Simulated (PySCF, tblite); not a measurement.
# C5H13B2 radical: geometry, infrared bands and EPR parameters

What infrared bands and EPR parameters should C5H13B2 radical (`BC[C](BC)CC`) show?

Programs: tblite 0.8.0 and PySCF 2.14.0, with density-fitted response routines of our own. Each step states its level of theory. These are calculated values for one molecule in the gas phase, unless marked as measured. Atoms count from 0, in the outputs and in this text.

## 1. Starting geometry

20 atoms, charge 0, multiplicity 2; geometry from: force field or distance geometry start.

Bonds of the start (Å): B0–C1 1.55, C1–C2 1.50, C2–B3 1.59, B3–C4 1.58, C2–C5 1.50, C5–C6 1.49, B0–H7 1.20, B0–H8 1.19, C1–H9 1.11, C1–H10 1.13, B3–H11 1.20, C4–H12 1.10, C4–H13 1.11, C4–H14 1.12, C5–H15 1.12, C5–H16 1.12, C6–H17 1.08, C6–H18 1.13, C6–H19 1.13.

## 2. Geometry optimisation with GFN2-xTB

The job: settings as JSON, then the geometry in Å.

```
{"job": {"kind": "relax", "xc": "GFN2-xTB", "basis": "xTB"}, "charge": 0, "multiplicity": 2}
B     -0.845600     2.075900    -0.451100
C      0.286300     1.171800     0.086900
C      0.149400    -0.302800    -0.147200
B      1.444400    -0.954900     0.505300
C      2.743700    -0.834200    -0.385300
C     -1.073000    -0.940500     0.438100
C     -2.325400    -0.329100    -0.088200
H     -0.612900     2.679800    -1.456500
H     -1.667800     2.597800     0.235600
H      1.242800     1.484500    -0.391700
H      0.434500     1.422400     1.175100
H      1.264100    -2.000700     1.073700
H      2.425500    -0.788700    -1.439700
H      3.372800    -1.732600    -0.215800
H      3.299300     0.093600    -0.084100
H     -1.013300    -0.983900     1.559200
H     -1.075200    -2.015600     0.110700
H     -2.253300     0.042100    -1.100500
H     -2.694300     0.465900     0.621100
H     -3.107200    -1.139900    -0.048500
```

The run is started by

```sh
OMP_NUM_THREADS=1 python probes_run.py task.json out
```

One launch serves the whole session: the jobs run in the order shown.

Log:

```text
step      E/eV     max force
  0    -534.83768    4.299
  1    -535.40878    2.890
  2    -535.80907    1.597
  3    -535.95107    0.622
  4    -536.02011    0.693
  5    -536.07102    0.684
  6    -536.13568    0.522
  7    -536.17933    0.434
  8    -536.21098    0.445
  9    -536.23309    0.394
 10    -536.25349    0.396
 11    -536.26980    0.297
 12    -536.28071    0.229
 13    -536.28806    0.194
 14    -536.29459    0.203
 15    -536.30131    0.206
 16    -536.30857    0.233
 17    -536.31660    0.203
 18    -536.32540    0.220
 19    -536.33411    0.203
 20    -536.34214    0.211
 21    -536.35001    0.210
 22    -536.35912    0.218
 23    -536.37120    0.298
 24    -536.38604    0.403
 25    -536.40036    0.414
 26    -536.41130    0.293
 27    -536.41944    0.219
 28    -536.42640    0.250
 29    -536.43300    0.246
 30    -536.43929    0.206
 31    -536.44449    0.214
 32    -536.44980    0.201
 33    -536.45487    0.211
 34    -536.46146    0.148
 35    -536.46566    0.160
 36    -536.47234    0.186
 37    -536.47804    0.193
 38    -536.48404    0.185
 39    -536.48931    0.157
 40    -536.49377    0.153
 41    -536.49727    0.122
 42    -536.50046    0.141
 43    -536.50422    0.178
 44    -536.50894    0.202
 45    -536.51435    0.165
 46    -536.51935    0.145
 47    -536.52459    0.192
 48    -536.53100    0.270
 49    -536.54282    0.341
 50    -536.55571    0.357
 51    -536.56814    0.261
 52    -536.57732    0.351
 53    -536.58875    0.293
 54    -536.60038    0.264
 55    -536.61614    0.321
 56    -536.62386    0.298
 57    -536.63216    0.239
 58    -536.64525    0.238
 59    -536.65202    0.289
 60    -536.66083    0.323
 61    -536.66932    0.141
 62    -536.67261    0.146
 63    -536.67581    0.150
 64    -536.67884    0.142
 65    -536.68196    0.132
 66    -536.68395    0.117
 67    -536.68525    0.063
 68    -536.68588    0.045
 69    -536.68646    0.049
 70    -536.68693    0.060
 71    -536.68733    0.043
 72    -536.68759    0.044
 73    -536.68792    0.048
 74    -536.68829    0.048
 75    -536.68861    0.050
 76    -536.68886    0.048
 77    -536.68912    0.039
 78    -536.68952    0.051
 79    -536.69011    0.061
 80    -536.69085    0.076
 81    -536.69166    0.081
 82    -536.69268    0.076
 83    -536.69423    0.109
 84    -536.69643    0.129
 85    -536.69873    0.086
 86    -536.70040    0.072
 87    -536.70153    0.061
 88    -536.70264    0.084
 89    -536.70386    0.070
 90    -536.70501    0.060
 91    -536.70603    0.070
 92    -536.70714    0.106
 93    -536.70864    0.134
 94    -536.71016    0.121
 95    -536.71173    0.123
 96    -536.71324    0.086
 97    -536.71519    0.117
 98    -536.71647    0.097
 99    -536.71844    0.084
100    -536.72101    0.077
101    -536.72197    0.081
102    -536.72348    0.121
103    -536.72477    0.119
104    -536.72660    0.112
105    -536.72877    0.094
106    -536.73089    0.088
107    -536.73268    0.078
108    -536.73424    0.066
109    -536.73533    0.093
110    -536.73652    0.083
111    -536.73784    0.078
112    -536.74010    0.122
113    -536.74212    0.113
114    -536.74461    0.110
115    -536.74726    0.094
116    -536.74846    0.158
117    -536.75077    0.139
118    -536.75396    0.103
119    -536.75759    0.231
120    -536.76298    0.198
121    -536.77545    0.226
122    -536.78418    0.522
123    -536.81431    0.555
124    -536.83599    0.375
125    -536.85371    0.493
126    -536.83999    0.809
127    -536.87550    0.412
128    -536.88390    0.422
129    -536.89431    0.207
130    -536.90265    0.222
131    -536.91234    0.249
132    -536.91955    0.215
133    -536.92439    0.172
134    -536.93037    0.238
135    -536.93907    0.164
136    -536.94176    0.135
137    -536.94457    0.182
138    -536.94681    0.102
139    -536.94884    0.090
140    -536.95085    0.109
141    -536.95296    0.166
142    -536.95526    0.108
143    -536.95731    0.099
144    -536.95940    0.101
145    -536.96177    0.125
146    -536.96428    0.121
147    -536.96621    0.098
148    -536.96757    0.085
149    -536.96861    0.072
150    -536.96952    0.059
151    -536.97044    0.078
152    -536.97145    0.064
153    -536.97257    0.084
154    -536.97377    0.100
155    -536.97499    0.107
156    -536.97622    0.113
157    -536.97744    0.083
158    -536.97876    0.095
159    -536.98018    0.108
160    -536.98171    0.085
161    -536.98299    0.072
162    -536.98405    0.068
163    -536.98509    0.062
164    -536.98616    0.074
165    -536.98708    0.096
166    -536.98810    0.115
167    -536.98928    0.119
168    -536.99088    0.121
169    -536.99248    0.109
170    -536.99382    0.081
171    -536.99470    0.081
172    -536.99550    0.077
173    -536.99611    0.065
174    -536.99673    0.046
175    -536.99716    0.046
176    -536.99756    0.036
177    -536.99773    0.022
178    -536.99781    0.024
179    -536.99788    0.019
180    -536.99795    0.021
181    -536.99801    0.022
182    -536.99809    0.025
183    -536.99817    0.023
184    -536.99827    0.019
185    -536.99837    0.019
186    -536.99848    0.022
187    -536.99862    0.024
188    -536.99878    0.030
189    -536.99894    0.029
190    -536.99909    0.024
191    -536.99922    0.026
192    -536.99934    0.034
193    -536.99948    0.032
194    -536.99967    0.030
195    -536.99982    0.022
196    -536.99996    0.024
197    -537.00009    0.030
198    -537.00020    0.030
199    -537.00031    0.026
200    -537.00044    0.026
201    -537.00063    0.032
202    -537.00093    0.033
203    -537.00135    0.047
204    -537.00184    0.073
205    -537.00231    0.080
206    -537.00292    0.054
207    -537.00342    0.042
208    -537.00389    0.035
209    -537.00434    0.038
210    -537.00461    0.033
211    -537.00481    0.021
212    -537.00488    0.043
213    -537.00497    0.020
214    -537.00502    0.015
215    -537.00510    0.015
216    -537.00517    0.020
217    -537.00525    0.026
218    -537.00534    0.028
219    -537.00545    0.029
220    -537.00557    0.025
221    -537.00566    0.025
222    -537.00575    0.022
223    -537.00582    0.021
224    -537.00588    0.021
225    -537.00593    0.023
226    -537.00600    0.025
227    -537.00606    0.020
228    -537.00612    0.018
229    -537.00616    0.013
230    -537.00618    0.016
231    -537.00621    0.008
```

Wall time 1.6 s (1 thread of AMD EPYC 7B13, shared host).

Relaxation path: (not every step is listed)

```
step  energy from step 0 (eV)  largest force (eV/Å)
   0                   0.0000                4.2987
   1                  -0.5711                2.8902
   2                  -0.9714                1.5968
   3                  -1.1134                0.6221
   4                  -1.1824                0.6927
   5                  -1.2333                0.6843
   6                  -1.2980                0.5219
   7                  -1.3417                0.4335
   8                  -1.3733                0.4447
  29                  -1.5953                0.2456
  50                  -1.7180                0.3565
  71                  -1.8496                0.0434
  92                  -1.8695                0.1057
 113                  -1.9044                0.1135
 134                  -2.0927                0.2377
 155                  -2.1373                0.1070
 176                  -2.1599                0.0365
 197                  -2.1624                0.0304
 218                  -2.1677                0.0275
 226                  -2.1683                0.0251
 227                  -2.1684                0.0197
 228                  -2.1684                0.0185
 229                  -2.1685                0.0134
 230                  -2.1685                0.0163
 231                  -2.1685                0.0079
```

Close pairs (by a distance rule), those that changed most:

```
  bond  before (Å)  after (Å)  change (Å)
 B0–C1       1.545      1.627      +0.082
 C2–B3       1.590      1.541      -0.049
 C1–C2       1.499      1.455      -0.044
C1–H10       1.126      1.083      -0.043
C6–H18       1.127      1.087      -0.040
C6–H19       1.127      1.088      -0.039
 C5–C6       1.490      1.528      +0.038
C4–H14       1.123      1.086      -0.037
```

The next job starts from the end point, and lists it.

## 3. Vibrational analysis with GFN2-xTB

The job: settings as JSON, then the geometry in Å.

```
{"job": {"kind": "ir", "xc": "GFN2-xTB", "basis": "xTB"}, "charge": 0, "multiplicity": 2}
B     -0.059359     1.714065    -0.253060
C      0.548921     1.182389     1.159292
C      0.040544     0.018727     0.449099
B      0.936528    -0.851953    -0.453133
C      2.404861    -0.467011    -0.880370
C     -1.313690    -0.490578     0.875192
C     -2.241446    -0.855122    -0.282391
H      0.670086     1.965869    -1.131421
H     -1.157253     2.123877    -0.277535
H      1.622056     1.276797     1.248852
H      0.021532     1.480156     2.057556
H      0.539150    -1.907773    -0.786311
H      2.518865    -0.541134    -1.961773
H      3.112648    -1.185850    -0.464992
H      2.733350     0.525696    -0.587588
H     -1.811215     0.245124     1.512742
H     -1.149510    -1.389217     1.482133
H     -1.797716    -1.626081    -0.905624
H     -2.432314     0.016272    -0.903828
H     -3.191186    -1.223575     0.100126
```

Log:

```text
mode    cm-1     km/mol
  1      61.6      2.34
  2      80.9      0.34
  3     106.9      0.50
  4     177.7      0.76
  5     189.0      0.77
  6     219.4      0.46
  7     248.4      1.01
  8     283.2      4.49
  9     372.3     10.22
 10     406.1      1.24
 11     463.0      1.60
 12     473.0      2.88
 13     636.2      9.11
 14     716.9      3.31
 15     727.6      2.64
 16     771.5      7.71
 17     804.8     10.00
 18     828.6     58.28
 19     836.3    119.49
 20     885.9     17.71
 21     922.9     30.65
 22     954.9     22.99
 23    1013.0     21.84
 24    1024.1     80.53
 25    1034.8      3.34
 26    1059.2      5.73
 27    1090.5      0.86
 28    1139.7     97.28
 29    1186.9     68.27
 30    1235.0      7.40
 31    1263.0     19.46
 32    1307.7     92.66
 33    1354.6     15.90
 34    1388.6     26.77
 35    1410.6      2.92
 36    1457.2      4.17
 37    1463.4      2.40
 38    1486.6      1.71
 39    1497.3      2.28
 40    1502.1      2.07
 41    1503.6      2.10
 42    2585.9    154.88
 43    2620.1    126.65
 44    2661.0    131.27
 45    2914.0     26.42
 46    2960.8     33.62
 47    2988.1     32.63
 48    3009.9     24.14
 49    3028.4     46.20
 50    3040.1     36.51
 51    3042.8     26.47
 52    3050.7     30.52
 53    3055.6     25.10
 54    3069.2     32.14
```

It took 0.67 s on 1 thread of AMD EPYC 7B13, shared host.

The strongest bands and the atoms that carry them (share of the mass-weighted mode):

```
cm⁻¹  km/mol                                  atoms
 836   119.5  B3 22 %, H13 20 %, H11 13 %, H12 13 %
1024    80.5             H10 38 %, H9 31 %, C1 13 %
1140    97.3             H11 28 %, B3 24 %, C5 10 %
1187    68.3                       H7 41 %, H8 41 %
1308    92.7              C2 36 %, B3 19 %, C5 17 %
2586   154.9                               H11 92 %
2620   126.7                       H8 80 %, H7 15 %
2661   131.3              H7 77 %, H8 12 %, B0 10 %
```

## 4. g tensor and hyperfine couplings: B3LYP/pcH-1

The job, as its differences from that of step 3:

```diff
@@ -1,2 +1,2 @@
-{"job": {"kind": "ir", "xc": "GFN2-xTB", "basis": "xTB"}, "charge": 0, "multiplicity": 2}
+{"job": {"kind": "epr", "basis": "pcH-1"}, "charge": 0, "multiplicity": 2}
 B     -0.059359     1.714065    -0.253060
```

With the program's defaults for keys left out, this is: UKS B3LYP, pcH-1 on B C H, non-relativistic, mean-field spin-orbit, GIAO.

Log:

```text
UKS, coarse grid
  cycle   1  E = -247.95784169  |g| = 3.62e-01
  cycle   2  E = -247.94445020  |g| = 4.03e-01
  cycle   3  E = -248.02983346  |g| = 2.70e-02
  cycle   4  E = -248.03017737  |g| = 1.07e-02
  cycle   5  E = -248.03023489  |g| = 4.81e-03
  cycle   6  E = -248.03024677  |g| = 1.05e-03
  cycle   7  E = -248.03024754  |g| = 5.14e-04
UKS, final grid
  cycle   1  E = -248.03027532  |g| = 5.71e-04
  cycle   2  E = -248.03027519  |g| = 7.91e-04
  cycle   3  E = -248.03027551  |g| = 7.61e-05
  cycle   4  E = -248.03027551  |g| = 3.50e-05
  cycle   5  E = -248.03027551  |g| = 1.95e-05
E = -248.03027551 Eh   <S^2> = 0.7530 (exact 0.7500)
g shifts (ppm)      1          2          3
  rmc          -117       -117       -117
  gc             -9         11         21
  oz_so         225        645       1651
  total         100        540       1556
hyperfine (MHz)  atom isotope    a_iso     a_fc   dipolar eigenvalues
    0   11B      16.36      16.36    -22.14    -20.13     42.27
    1   13C       3.51       3.51    -16.11    -14.34     30.45
    2   13C      16.04      16.04    -35.23    -34.38     69.61
    3   11B       3.63       3.63     -8.35     -6.08     14.43
    4   13C      -3.01      -3.01     -0.93      0.35      0.59
    5   13C      -9.34      -9.34     -2.42     -0.84      3.26
    6   13C      18.81      18.81     -1.33     -1.32      2.64
    7    1H     -21.81     -21.81    -11.64     -0.37     12.01
    8    1H     -22.97     -22.97    -11.65     -0.82     12.47
    9    1H      48.34      48.34     -7.65     -2.32      9.97
   10    1H      19.77      19.77     -8.34     -1.56      9.90
   11    1H       3.23       3.23     -5.24     -1.89      7.13
   12    1H      16.33      16.33     -1.64     -1.58      3.22
   13    1H      10.93      10.93     -1.70     -1.35      3.05
   14    1H      -0.06      -0.06     -2.29     -1.58      3.87
   15    1H       9.66       9.66     -3.15     -2.40      5.56
   16    1H      79.36      79.36     -3.98     -1.13      5.11
   17    1H       0.43       0.43     -2.29     -1.81      4.10
   18    1H      -1.37      -1.37     -3.26     -1.71      4.97
   19    1H       3.91       3.91     -1.49     -1.13      2.62
```

Wall time 66 s (1 thread of AMD EPYC 7B13, shared host); peak memory 0.97 GiB.

Principal g values 2.00242, 2.00286, 2.00388; g(iso) = 2.00305, against 2.00232 for a free electron.

Mean a(iso) over the nuclei that a row names, and the largest dipolar term of the row (other rows stand at the frozen geometry):

```
       nuclei  isotope  a(iso) (MHz)  a(iso) (G, at g = 2.0023)  largest dipolar term (MHz)
     H15, H16       1H          44.5                       15.9                         5.6
      H9, H10       1H          34.1                       12.2                        10.0
       H7, H8       1H         -22.4                       -8.0                        12.5
           C6      13C          18.8                        6.7                         2.6
           B0      11B          16.4                        5.8                        42.3
           C2      13C          16.0                        5.7                        69.6
           C5      13C          -9.3                       -3.3                         3.3
H12, H13, H14       1H           9.1                        3.2                         3.9
           B3      11B           3.6                        1.3                        14.4
           C1      13C           3.5                        1.3                        30.5
          H11       1H           3.2                        1.2                         7.1
           C4      13C          -3.0                       -1.1                        -0.9
H17, H18, H19       1H           1.0                        0.4                         5.0
```

Mulliken spin populations:

B0 0.36; C1 0.13; C2 0.43; B3 0.10; C4 -0.01; C5 -0.03; C6 0.01; H7 -0.02; H8 -0.03; H9 0.01; H10 0.00; H11 0.00; H12 0.01; H13 0.00; H14 0.00; H15 0.00; H16 0.03; H17 0.00; H18 0.00; H19 0.00

In first order the couplings over 0.8 MHz of 1H, 11B give 12200 distinct lines over 105.4 G, if the averaged nuclei exchange fast; the same motion can average rows kept apart here too.

Orbitals, density, ELF and potential are computed afterwards from the orbital file.

ELF in a plane through or near 6 of the atoms.

Values, 10 rows by 14 columns:
```
0.00 0.00 0.00 0.00 0.00 0.00 0.00 0.00 0.00 0.00 0.00 0.00 0.00 0.00
0.00 0.00 0.00 0.00 0.00 0.00 0.01 0.02 0.00 0.00 0.00 0.00 0.00 0.00
0.00 0.00 0.00 0.00 0.10 0.32 0.29 0.86 0.32 0.00 0.00 0.00 0.00 0.00
0.00 0.00 0.00 0.00 0.67 1.00 0.24 0.78 0.07 0.74 0.74 0.01 0.00 0.00
0.00 0.00 0.08 0.74 0.08 0.23 0.72 0.70 0.47 1.00 0.82 0.01 0.00 0.00
0.00 0.00 0.07 0.46 0.54 0.44 0.91 0.52 0.44 0.48 0.13 0.36 0.05 0.00
0.00 0.00 0.47 0.98 0.82 0.66 0.30 0.24 0.09 0.28 0.64 0.97 0.32 0.00
0.00 0.00 0.13 0.69 0.19 0.29 1.00 0.96 0.02 0.29 0.07 0.17 0.01 0.00
0.00 0.00 0.00 0.00 0.00 0.07 0.95 0.58 0.00 0.01 0.00 0.00 0.00 0.00
0.00 0.00 0.00 0.00 0.00 0.00 0.00 0.00 0.00 0.00 0.00 0.00 0.00 0.00
```
The map spans 11.7 Å across and 9.7 Å up, centred on the molecule. Atoms in the plane (x, y in Å): C1 (-0.4, 1.6), C2 (0.0, 0.2), C5 (1.5, 0.0), H9 (-1.5, 1.7), H13 (-3.0, -1.3), H15 (2.0, 0.9).

On the surface of density 0.002 e/bohr³ the electrostatic potential runs, from the 1st to the 99th percentile, from -0.54 to 0.87 V.

The spin density lies nearest to C2 31 %; B0 25 %; C1 11 %; B3 9 %.

## 5. Outcome

```
                                                                  quantity                     value
                                 strongest single infrared mode (GFN2-xTB)     2586 cm⁻¹, 155 km/mol
                                              zero-point energy (GFN2-xTB)            105.2 kcal/mol
                                                            g(iso) (B3LYP)                   2.00305
                                                                      ⟨S²⟩        0.753 (exact 0.75)
                                        largest a(iso) (averaged by class)  1H on H15, H16, 44.5 MHz
potential on the surface of density 0.002 e/bohr³, 1st and 99th percentile        -0.54 V and 0.87 V
```

Over 231 steps the energy fell by 2.169 eV; of the close pairs, B0–C1 changed most, 1.545 to 1.627 Å. The frame itself reshapes: B0···C2 goes from 2.60 to 1.84 Å. No mode is imaginary among the 54: a minimum at this level. The strongest single mode, at 2586 cm⁻¹, moves mainly H11. Unscaled tight-binding wavenumbers are off by several per cent, some by more. Its intensities can rank the bands wrongly. The largest spin populations lie on C2 (0.43 e), B0 (0.36 e). The isotropic g lies 0.7 ppt above the free-electron value. These values are for one conformer; the search (at its own cheap level) found 2 more, at 0.23, 0.47 kcal/mol, and measured spectra average over such forms.
